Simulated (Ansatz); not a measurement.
# ClH4NZn: the cost of one run

The runs use Ansatz 0.2.0, Gaussian basis; PBE0-D4/def2-SVP.

22 further runs of the same task are left out: 22 set aside as unsound or not needed. Runs told in other sessions of the task aren't counted.

## Step 1: Starting geometry

The first end: 7 atoms, charge 0, spin multiplicity 1.

Atoms are counted from 1 here; the program's logs count them from 0.

Bond lengths: Zn1–N2 1.816 Å, Zn1–Cl3 2.096 Å, N2–H6 1.012 Å, N2–H7 1.011 Å, H4–H5 0.749 Å. Angles: N2–Zn1–Cl3 176.0°, Zn1–N2–H6 115.2°, Zn1–N2–H7 115.8°, H6–N2–H7 107.6°.

As a file:

```tsv
atom	x (Å)	y (Å)	z (Å)
Zn1	-0.4746	-0.2708	-0.8330
N2	1.0281	-0.8839	-0.0173
Cl3	-2.2859	0.3388	-1.6947
H4	-0.4963	1.0852	1.5740
H5	-0.9966	1.5372	1.2483
H6	1.7110	-0.1757	0.2175
H7	1.5146	-1.6308	-0.4949
```

The second end:

```tsv
atom	x (Å)	y (Å)	z (Å)
Zn1	-1.1298	0.6183	-0.0318
N2	0.8082	-0.3489	0.2286
Cl3	-1.4318	-0.1301	-2.0504
H4	1.2828	-0.2215	1.1146
H5	-1.6164	1.4432	1.1836
H6	1.4139	-0.0192	-0.5155
H7	0.6733	-1.3419	0.0710
```

## Step 2: The band at PBE0-D4/def2-SVP

neb/in.yaml

```yaml
crystal:
  periodic: [false, false, false]
  atoms:
    - {symbol: Zn, position_ang: [-0.474636, -0.270836, -0.832975]}
    - {symbol: N, position_ang: [1.028080, -0.883949, -0.017252]}
    - {symbol: Cl, position_ang: [-2.285936, 0.338812, -1.694671]}
    - {symbol: H, position_ang: [-0.496269, 1.085156, 1.574024]}
    - {symbol: H, position_ang: [-0.996636, 1.537183, 1.248330]}
    - {symbol: H, position_ang: [1.711038, -0.175652, 0.217473]}
    - {symbol: H, position_ang: [1.514559, -1.630814, -0.494929]}
basis:
  gaussian: {orbitals: def2-SVP}
hamiltonian: {xc: pbe0, dispersion: d4}
neb:
  images: 5
  climbing: true
  max_iterations: 40
  initial_path: idpp
  final_atoms:
    - {symbol: Zn, position_ang: [-1.129818, 0.618293, -0.031833]}
    - {symbol: N, position_ang: [0.808190, -0.348877, 0.228586]}
    - {symbol: Cl, position_ang: [-1.431764, -0.130127, -2.050443]}
    - {symbol: H, position_ang: [1.282822, -0.221450, 1.114584]}
    - {symbol: H, position_ang: [-1.616444, 1.443215, 1.183562]}
    - {symbol: H, position_ang: [1.413887, -0.019231, -0.515463]}
    - {symbol: H, position_ang: [0.673325, -1.341922, 0.071008]}
```

The run is started by

```sh
ansatz run in.yaml --threads 4 --pin off --events-out ev --progress --plain --max-ram 9574MiB
```

**Question.** How long does this run take on 4 threads of Intel Xeon Platinum 8488C, shared host?

About 89 s.
